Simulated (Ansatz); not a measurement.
# CCuFO: geometry at several levels

Wanted for CCuFO: geometry at several levels.

Program: Ansatz 0.2.0. Level of theory: the levels named in each step. These are calculated values, not measurements.

## Step 1: The system as given

Bond lengths: O1–C2 1.136 Å, C2–Cu3 1.745 Å, Cu3–F4 1.651 Å. Angles: O1–C2–Cu3 180.0°, C2–Cu3–F4 180.0°.

As a file:

```xyz
4

O     0.0000    0.0000   -2.1373
C     0.0000    0.0000   -1.0015
Cu    0.0000    0.0000    0.7440
F     0.0000    0.0000    2.3947
```

## Step 2: A rough first relaxation, PBE-D4/def2-SVP

input.yaml reads:

```yaml
crystal:
  periodic: [false, false, false]
  atoms:
    - { symbol: O, position_ang: [0.0, 0.0, -2.13726] }
    - { symbol: C, position_ang: [0.0, 0.0, -1.00146] }
    - { symbol: Cu, position_ang: [0.0, 0.0, 0.74398] }
    - { symbol: F, position_ang: [0.0, 0.0, 2.39474] }
basis:
  gaussian: { orbitals: def2-SVP }
hamiltonian:
  xc: pbe
  dispersion: d4
relax:
  f_tol: 0.03
  max_steps: 200
```

Launch:

```
$ ansatz run input.yaml --threads 2 --pin off --max-ram 5120MiB --backend cpu --events-out ev --progress --plain --runs-dir out
```

Further steps of the session: Relaxation, HF/STO-3G; Relaxation, HF/def2-SVP; Relaxation, LDA/def2-SVP; Relaxation, PBE-D4/def2-SVP.

What does the calculation give? Wanted: O1–C2 at PBE-D4/def2-SVP; C2–Cu3 at PBE-D4/def2-SVP; Cu3–F4 at PBE-D4/def2-SVP.

The runs gave:

```
                 quantity    value
 O1–C2 at PBE-D4/def2-SVP  1.150 Å
C2–Cu3 at PBE-D4/def2-SVP  1.765 Å
Cu3–F4 at PBE-D4/def2-SVP  1.742 Å
```

What this shows: The O–C distance spreads over 0.089 Å, from HF/def2-SVP (shortest) to HF/STO-3G.
